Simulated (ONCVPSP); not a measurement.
# An ONCV potential for cobalt, from input to tests

Aim: build the potential from the settings below, then test how well it stands in for the atom: other configurations, scattering, ghost states and the plane-wave cutoff that it needs.

Program: ONCVPSP 4.0.1.1 (patched build). Reference atom: PBEsol, scalar-relativistic, spherical and spin-unpolarised. All values are calculated.

**1. Settings**

Typed settings, in words:

```json
{"element": "cobalt (Co, Z = 27)", "type": "optimised norm-conserving Vanderbilt (ONCV)", "frozen core": "[Ne]", "valence charge": "17", "reference configuration": "3s2 3p6 3d7 4s2", "partial waves": "3s+4s: rc 1.50 bohr, ncon 5, nbas 9, qcut 8.9 1/bohr, 2 projectors; 3p: rc 1.10 bohr, ncon 4, nbas 8, qcut 12 1/bohr, 1 projector; 3d: rc 1.10 bohr, ncon 4, nbas 9, qcut 13.6 1/bohr, 3 projectors, debl 3.8 Ha", "local potential": "polynomial inside 0.80 bohr (lpopt 3, dvloc0 -1 Ha)", "core correction": "not asked for"}
```

An earlier all-electron run gives the scale for the radii.

All-electron outer shells of the reference configuration (PBEsol, scalar-relativistic, ld1.x):

```
shell  level (eV)  outermost node (bohr)  outermost maximum (bohr)
   2p     -769.45                      –                      0.17
   3s     -102.14                   0.31                      0.66
   3p      -65.51                   0.28                      0.68
   3d       -8.23                      –                      0.66
   4s       -5.49                   0.96                      2.32
   4p       -1.25                   1.05                      3.21
```

**2. Generation**

Input file Co.dat:

```
# ATOM AND REFERENCE CONFIGURATION
# atsym  z   nc   nv     iexc    psfile
  Co 27.00    3    4  -116133      upf
#
#   n    l    f
    1    0    2.00
    2    0    2.00
    2    1    6.00
    3    0    2.00
    3    1    6.00
    3    2    7.00
    4    0    2.00
#
# PSEUDOPOTENTIAL AND OPTIMIZATION
# lmax
    2
#
#   l,   rc,      ep,       ncon, nbas, qcut
    0    1.50    0.00    5    9    8.90
    1    1.10    0.00    4    8   12.00
    2    1.10    0.00    4    9   13.60
#
# LOCAL POTENTIAL
# lloc, lpopt,  rc(5),   dvloc0
    4    3    0.80   -1.00
#
# VANDERBILT-KLEINMAN-BYLANDER PROJECTORs
# l, nproj, debl
    0    2    1.30
    1    1    3.60
    2    3    3.80
#
# MODEL CORE CHARGE
# icmod, fcfact, rcfact
    0    0.00    0.00
#
# LOG DERIVATIVE ANALYSIS
# epsh1, epsh2, depsh
   -5.00    5.00    0.04
#
# OUTPUT GRID
# rlmax, drl
    6.00    0.01
#
# TEST CONFIGURATIONS
# ncnf
    4
# nvcnf
#   n    l    f
    4
    3    0    2.00
    3    1    6.00
    3    2    7.00
    4    0    1.00
#
    4
    3    0    2.00
    3    1    6.00
    3    2    7.00
    4    0    0.00
#
    4
    3    0    2.00
    3    1    6.00
    3    2    6.00
    4    0    0.00
#
    4
    3    0    1.00
    3    1    6.00
    3    2    7.00
    4    0    2.00
#
```

Run with:

```console
oncvpsp.x < Co.dat > Co.out
```

Q: Predict the outcome of this session. Wanted: cutoffs for 1 and 0.1 mHa per electron, occupied waves; bound ghosts; GHOST(+) flags; largest test error; largest phase difference near zero energy, channels read.

As calculated:

| quantity | value |
| --- | --- |
| cutoffs for 1 and 0.1 mHa per electron, occupied waves | 74 Ha and 83 Ha |
| bound ghosts | none found |
| GHOST(+) flags | none at low energy |
| largest test error (AE − PS) | -147 meV, for 3s1 3p6 3d7 4s2 |
| largest phase difference near zero energy, channels read | 0.005 rad |

In words: By total energies transferability is fair for so large an energy: the largest error is 147 meV on 110.2 eV, for 3s1 3p6 3d7 4s2. That test lies far up in energy; among those under 40 eV, nearer to bonding, the largest error is 1.4 meV. It counts as very hard, with 74 Ha needed at the looser tolerance. At the looser tolerance the 3d wave is the slowest; 3p needs 38 Ha. It is free of bound ghosts as far as tested. Near zero energy the phases of the channels with partial waves agree within 0.005 rad.
